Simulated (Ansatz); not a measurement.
# GeH3− (triplet): B3LYP, r2SCAN0 over a scan of the distance Ge1–H4, aug-cc-pVDZ

How well do these functionals follow the top wave-function level for GeH3− (triplet) over a scan of the distance Ge1–H4?

Program: Ansatz 0.2.0, Gaussian basis. Level of theory: aug-cc-pVDZ, all electrons in the functionals. These are calculated values, not measurements.

Plan: B3LYP, r2SCAN0, at 1.327 Å; 1.507 Å; 1.687 Å; 1.843 Å; 2.060 Å; 2.273 Å; 2.739 Å; 3.089 Å; 3.680 Å; 4.562 Å; 5.865 Å.

24 further runs of the same task are left out: 8 for a known fault of the program, 1 for a mislabelled method, 13 that didn't finish, 2 set aside as unsound or not needed.

## (1) What is computed

The geometry derives from a PBE0/def2-TZVPD stationary point (not a proven minimum). One bond is set to the value named and the two fragments are kept rigid. No spin-orbit coupling is included. The filled d shell of Ge may be among the frozen orbitals whatever the setting's name suggests; the logs give the count.

4 atoms, charge -1, spin multiplicity 3.

Atoms are counted from 1 here; the program's logs count them from 0.

Bond lengths: Ge1–H2 1.687 Å, Ge1–H3 1.687 Å, Ge1–H4 1.687 Å. Angles: H2–Ge1–H3 120.0°, H2–Ge1–H4 120.0°, H3–Ge1–H4 120.0°.

No dispersion term is added. B3LYP takes the VWN-RPA correlation.

The geometry shown and the zero of energy belong to the point 1.687 Å. The yardstick, UCCSDT(Q), and other wave-function levels (R restricted, U unrestricted, valence and pair active spaces) come from earlier runs.

## (2) B3LYP, 1.327 Å

Contents of in.yaml:

```yaml
crystal:
  periodic: [false, false, false]
  atoms:
    - {symbol: Ge, position_ang: [-0.002280, -0.004212, -0.000015]}
    - {symbol: H, position_ang: [1.683626, 0.042275, -0.006515]}
    - {symbol: H, position_ang: [-0.885458, 1.432567, 0.011885]}
    - {symbol: H, position_ang: [-0.633873, -1.171261, -0.004264]}
basis:
  gaussian: {orbitals: aug-cc-pVDZ}
total_charge: -1
magnetization: {spin_polarized: true, initial_magnetization: 2}
hamiltonian: {xc: {name: B3LYP}}
```

The run is started by

```console
> ansatz run in.yaml --threads 1 --pin off --events-out ev --progress --plain --max-ram 2393MiB
```

Further steps of the session: B3LYP, 1.507 Å; B3LYP, 1.687 Å; B3LYP, 1.843 Å; B3LYP, 2.060 Å; B3LYP, 2.273 Å; B3LYP, 2.739 Å; B3LYP, 3.089 Å; B3LYP, 3.680 Å; B3LYP, 4.562 Å; B3LYP, 5.865 Å; r2SCAN0, 1.327 Å; r2SCAN0, 1.507 Å; r2SCAN0, 1.687 Å; r2SCAN0, 1.843 Å; r2SCAN0, 2.060 Å; r2SCAN0, 2.273 Å; r2SCAN0, 2.739 Å; r2SCAN0, 3.089 Å; r2SCAN0, 3.680 Å; r2SCAN0, 4.562 Å; r2SCAN0, 5.865 Å.

Q: Predict the results of all the runs planned. Wanted: span of the UCCSDT(Q) curve; largest miss, B3LYP; largest miss, r2SCAN0.

As calculated:

```
                   quantity                value
span of the UCCSDT(Q) curve             1.104 eV
        largest miss, B3LYP  -0.059 eV (5.865 Å)
      largest miss, r2SCAN0  +0.081 eV (5.865 Å)
```

In words: Of the functionals, B3LYP keep the smallest largest miss at the points compared (at most 0.059 eV) and r2SCAN0 strays most (0.081 eV, at 5.865 Å). Functionals and the yardstick converge differently with the basis, so part of each miss in aug-cc-pVDZ is the basis.
